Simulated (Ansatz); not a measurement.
# AsGaH4: the cost of one run

Program: Ansatz 0.2.0, Gaussian basis. Level of theory: PBE0-D4/def2-TZVP structures, single points in def2-TZVPP, no counterpoise correction. These are calculated values, not measurements.

Levels: SPW92, PBE-D4, BLYP-D4, r2SCAN-D4, B97M-V, PBE0-D4, B3LYP-D4, r2SCAN0-D4, BHLYP-D4, CAM-B3LYP-D4, wB97X-V, wB97M-V, B2PLYP, PBE-QIDH, RPA on PBE, Hartree-Fock, MP2, CCSD, CCSD(T).

Correlated methods freeze the cores. Filled d shells of the heavier atoms are correlated. B3LYP uses VWN-RPA correlation. B2PLYP carries no dispersion term here.

94 further runs of the same task are left out: 94 set aside as unsound or not needed. Runs told in other sessions of the task aren't counted.

**1. Starting geometry**

The complex: 11 atoms, charge 0, spin multiplicity 1.

Atoms are counted from 1 here; the program's logs count them from 0.

Bond lengths: Ga1–H3 1.572 Å, Ga1–H4 1.572 Å, Ga1–As6 2.427 Å, Si2–H5 1.509 Å, Si2–H7 1.481 Å, Si2–H8 1.481 Å, Si2–H9 1.479 Å, As6–H10 1.521 Å, As6–H11 1.521 Å. Angles: H3–Ga1–H4 120.4°, H3–Ga1–As6 119.0°, H4–Ga1–As6 119.0°, H5–Si2–H7 106.5°, H5–Si2–H8 106.4°, H5–Si2–H9 109.7°, H7–Si2–H8 111.3°, H7–Si2–H9 111.4°, H8–Si2–H9 111.3°, Ga1–As6–H10 93.4°, Ga1–As6–H11 93.4°, H10–As6–H11 93.2°.

As a file:

```mol
AsGaH8Si
  3D, bonds by distance, orders not assigned

 11  9  0  0  0  0  0  0  0  0999 V2000
   -1.0229   -0.3834   -0.9826 Ga  0  0
    1.2784   -0.8059    1.2338 Si  0  0
   -0.0138   -1.1640   -1.9017 H   0  0
   -1.9172   -1.1559    0.0542 H   0  0
    0.4237    0.1386    0.4241 H   0  0
   -1.5803    1.9131   -1.5336 As  0  0
    2.6852   -0.5101    0.8768 H   0  0
    1.0088   -0.4977    2.6574 H   0  0
    0.9227   -2.2042    0.9091 H   0  0
   -1.6617    2.3391   -0.0756 H   0  0
   -0.1230    2.3303   -1.6619 H   0  0
  1  3  8  0
  1  4  8  0
  1  6  8  0
  2  5  8  0
  2  7  8  0
  2  8  8  0
  2  9  8  0
  6 10  8  0
  6 11  8  0
M  END
```

Its parts: GaAsH4 holds atoms 1, 3, 4, 6, 10, 11; SiH4 holds atoms 2, 5, 7, 8, 9. Each part counts its atoms afresh in its own runs.

**2. Relaxing GaAsH4 alone**

The input, relax-a/in.yaml:

```yaml
crystal:
  periodic: [false, false, false]
  atoms:
    - {symbol: Ga, position_ang: [-1.022851, -0.383438, -0.982634]}
    - {symbol: H, position_ang: [-0.013775, -1.164011, -1.901689]}
    - {symbol: H, position_ang: [-1.917207, -1.155936, 0.054164]}
    - {symbol: As, position_ang: [-1.580252, 1.913088, -1.533646]}
    - {symbol: H, position_ang: [-1.661686, 2.339148, -0.075566]}
    - {symbol: H, position_ang: [-0.122986, 2.330320, -1.661934]}
basis:
  gaussian: {orbitals: def2-TZVP}
hamiltonian: {xc: pbe0, dispersion: d4}
relax: {f_tol: 0.005, max_steps: 200}
```

Run with:

```sh
$ ansatz run in.yaml --threads 8 --pin off --events-out ev --progress --plain --max-ram 19148MiB
```

**Question.** How long does this run take on 8 threads of Arm Neoverse V2, shared host?

About 4.8 s.
